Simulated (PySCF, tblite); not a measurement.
**C4H11ClO2SSi: geometry, infrared bands and NMR shifts**

Aim: predict the infrared bands and NMR shifts of C4H11ClO2SSi (`CC[C@H]([SiH3])CS(=O)(=O)Cl`).

Programs: tblite 0.8.0 and PySCF 2.14.0, with density-fitted response routines of our own. Each step states its level of theory. These are calculated values for one molecule in the gas phase, unless marked as measured. Atoms count from 0, in the outputs and in this text.

## (1) Starting geometry

20 atoms, charge 0, multiplicity 1; geometry from: force field or distance geometry start.

Bonds of the start (Å): C0–C1 1.51, C1–C2 1.57, C2–Si3 1.90, C2–C4 1.54, C4–S5 1.78, S5–O6 1.45, S5–O7 1.46, S5–Cl8 2.05, C0–H9 1.10, C0–H10 1.10, C0–H11 1.09, C1–H12 1.11, C1–H13 1.10, C2–H14 1.08, Si3–H15 1.49, Si3–H16 1.48, Si3–H17 1.50, C4–H18 1.10, C4–H19 1.10.

## (2) Geometry optimisation with GFN2-xTB

What the job is given:

```
{"job": {"kind": "relax", "xc": "GFN2-xTB", "basis": "xTB"}, "charge": 0, "multiplicity": 1}
C     -2.171200     0.419300    -0.879700
C     -1.319400    -0.818700    -0.723200
C      0.023100    -0.621200     0.064600
Si    -0.233900    -0.392900     1.937700
C      0.867900     0.480100    -0.595700
S      2.595600     0.436900    -0.156300
O      3.129100    -0.877300    -0.441600
O      2.780200     1.083100     1.136700
Cl     3.560300     1.673500    -1.476100
H     -3.098500     0.166200    -1.420400
H     -2.480000     0.840600     0.084300
H     -1.666300     1.194900    -1.449200
H     -1.918000    -1.604800    -0.220000
H     -1.071200    -1.202400    -1.718800
H      0.553800    -1.559700    -0.021300
H      1.039400    -0.668100     2.658900
H     -0.697100     0.988900     2.201500
H     -1.262000    -1.368500     2.414200
H      0.852500     0.350800    -1.685200
H      0.510500     1.490200    -0.364500
```

Launch:

```sh
$ OMP_NUM_THREADS=1 python probes_run.py task.json out
```

One launch serves the whole session: the jobs run in the order shown.

**Question.** This job is followed by: GFN2-xTB harmonic vibrations, gas phase; GIAO PBE0/pcSseg-1 NMR shielding, non-relativistic, gas phase. What will the session give for the following? strongest single infrared mode (GFN2-xTB); zero-point energy (GFN2-xTB); 13C shifts against TMS (PBE0/pcSseg-1); 1H shifts against TMS (PBE0/pcSseg-1, means over atoms taken as alike); 29Si shifts against TMS (PBE0/pcSseg-1); 33S shifts against CS2 (PBE0/pcSseg-1); 17O shifts against H2O (PBE0/pcSseg-1); 35Cl shifts against HCl (PBE0/pcSseg-1).

As calculated:

| quantity | value |
| --- | --- |
| strongest single infrared mode (GFN2-xTB) | 2214 cm⁻¹, 392 km/mol |
| zero-point energy (GFN2-xTB) | 91.5 kcal/mol |
| 13C shifts against TMS (PBE0/pcSseg-1) | 76.7, 29.8, 16.9, 12.1 ppm |
| 1H shifts against TMS (PBE0/pcSseg-1, means over atoms taken as alike) | 3.94, 3.58, 3.42, 1.98, 1.76, 1.70, 0.93 ppm |
| 29Si shifts against TMS (PBE0/pcSseg-1) | -60.6 ppm |
| 33S shifts against CS2 (PBE0/pcSseg-1) | 345 ppm |
| 17O shifts against H2O (PBE0/pcSseg-1) | 309.7, 296.3 ppm |
| 35Cl shifts against HCl (PBE0/pcSseg-1) | 596 ppm |

**Reading.** Over 96 steps the energy fell by 0.332 eV; of the close pairs, C1–C2 changed most, 1.569 to 1.535 Å. No mode is imaginary among the 54: a minimum at this level. The strongest single mode, at 2214 cm⁻¹, moves mainly H17. GFN2-xTB is a fitted tight-binding method: band positions and strengths are rough. Its intensities can rank the bands wrongly. At PBE0/pcSseg-1: Shielding is most anisotropic at Cl8 (span 1026 ppm, paramagnetic term -790 ppm).
